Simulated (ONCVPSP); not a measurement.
**Se: generating and testing an ONCV potential**

Task: generate the file, and judge it by its errors in other configurations, its logarithmic derivatives, its ghosts and its cutoff.

Method: ONCVPSP 4.0.1.1 (patched build), PBE, scalar-relativistic.

## (1) Settings

Typed settings, in words:

* element: selenium (Se, Z = 34)
* type: optimised norm-conserving Vanderbilt (ONCV)
* frozen core: [Ne]
* valence charge: 24
* reference configuration: 3s2 3p6 3d10 4s2 4p4
* partial waves: 3s+4s: rc 1.10 bohr, ncon 4, nbas 8, qcut 8.6 1/bohr, 2 projectors; 3p+4p: rc 0.80 bohr, ncon 4, nbas 7, qcut 17.3 1/bohr, 2 projectors; 3d: rc 1.10 bohr, ncon 4, nbas 9, qcut 14 1/bohr, 2 projectors, debl 0.4 Ha
* local potential: polynomial inside 0.55 bohr (lpopt 5, dvloc0 4 Ha)
* core correction: Teter function, fcfact 4.25, rcfact 1.1

The outer shells as boxes (Hund's rule for the drawing; the calculation is spin-unpolarised):

```
[Ne] core
3s [↑↓]
3p [↑↓][↑↓][↑↓]
3d [↑↓][↑↓][↑↓][↑↓][↑↓]
4s [↑↓]
4p [↑↓][↑ ][↑ ]
```

An earlier all-electron run gives the scale for the radii.

All-electron outer shells of the reference configuration (PBE, scalar-relativistic, ld1.x):

| shell | level (eV) | outermost node (bohr) | outermost maximum (bohr) |
| --- | --- | --- | --- |
| 2s | -1607.20 | 0.06 | 0.17 |
| 2p | -1413.61 | – | 0.13 |
| 3s | -213.51 | 0.24 | 0.50 |
| 3p | -152.98 | 0.21 | 0.50 |
| 3d | -53.12 | – | 0.45 |
| 4s | -17.29 | 0.70 | 1.51 |
| 4p | -6.51 | 0.74 | 1.82 |

## (2) Generation

Contents of Se.dat:

```
# ATOM AND REFERENCE CONFIGURATION
# atsym  z   nc   nv     iexc    psfile
  Se 34.00    3    5        4      upf
#
#   n    l    f
    1    0    2.00
    2    0    2.00
    2    1    6.00
    3    0    2.00
    3    1    6.00
    3    2   10.00
    4    0    2.00
    4    1    4.00
#
# PSEUDOPOTENTIAL AND OPTIMIZATION
# lmax
    2
#
#   l,   rc,      ep,       ncon, nbas, qcut
    0    1.10    0.00    4    8    8.60
    1    0.80    0.00    4    7   17.30
    2    1.10    0.00    4    9   14.00
#
# LOCAL POTENTIAL
# lloc, lpopt,  rc(5),   dvloc0
    4    5    0.55    4.00
#
# VANDERBILT-KLEINMAN-BYLANDER PROJECTORs
# l, nproj, debl
    0    2    2.20
    1    2    3.00
    2    2    0.40
#
# MODEL CORE CHARGE
# icmod, fcfact, rcfact
    3    4.25    1.10
#
# LOG DERIVATIVE ANALYSIS
# epsh1, epsh2, depsh
   -9.00    5.00    0.04
#
# OUTPUT GRID
# rlmax, drl
    6.00    0.01
#
# TEST CONFIGURATIONS
# ncnf
    4
# nvcnf
#   n    l    f
    5
    3    0    2.00
    3    1    6.00
    3    2   10.00
    4    0    2.00
    4    1    3.00
#
    5
    3    0    2.00
    3    1    6.00
    3    2   10.00
    4    0    2.00
    4    1    2.00
#
    5
    3    0    2.00
    3    1    6.00
    3    2   10.00
    4    0    2.00
    4    1    1.00
#
    5
    3    0    2.00
    3    1    6.00
    3    2    9.00
    4    0    2.00
    4    1    5.00
#
```

Started as:

```sh
$ oncvpsp.x < Se.dat > Se.out
```

What does the calculation give? Wanted: cutoffs for 1 and 0.1 mHa per electron, occupied waves; bound ghosts; GHOST(+) flags; largest test error; largest phase difference near zero energy, channels read; rms error of d²Exc/dn², without and with the model core; projector energies reset by the program.

The runs gave:

| quantity | value |
| --- | --- |
| cutoffs for 1 and 0.1 mHa per electron, occupied waves | 84 Ha and 92 Ha |
| bound ghosts | none found |
| GHOST(+) flags | none at low energy |
| largest test error (AE − PS) | +337 meV, for 3s2 3p6 3d9 4s2 4p5 |
| largest phase difference near zero energy, channels read | 0.001 rad |
| rms error of d²Exc/dn², without and with the model core | 3.91 and 0.95 mHa |
| projector energies reset by the program | d: -1.952, 0.250 Ha |

**Reading.** The worst unpolarised test, 3s2 3p6 3d9 4s2 4p5, is off by 337 meV on 51.7 eV; by total energies transferability rates as poor. That test lies far up in energy; among those under 40 eV, nearer to bonding, the largest error is 1.5 meV. The potential is very hard: the looser tolerance needs 84 Ha. At the looser tolerance the 3d wave is the slowest; 3p needs 68 Ha. The program's ghost test flags no bound state. Near zero energy the phases of the channels with partial waves agree within 0.001 rad. All of this concerns the isolated atom, not yet a solid.
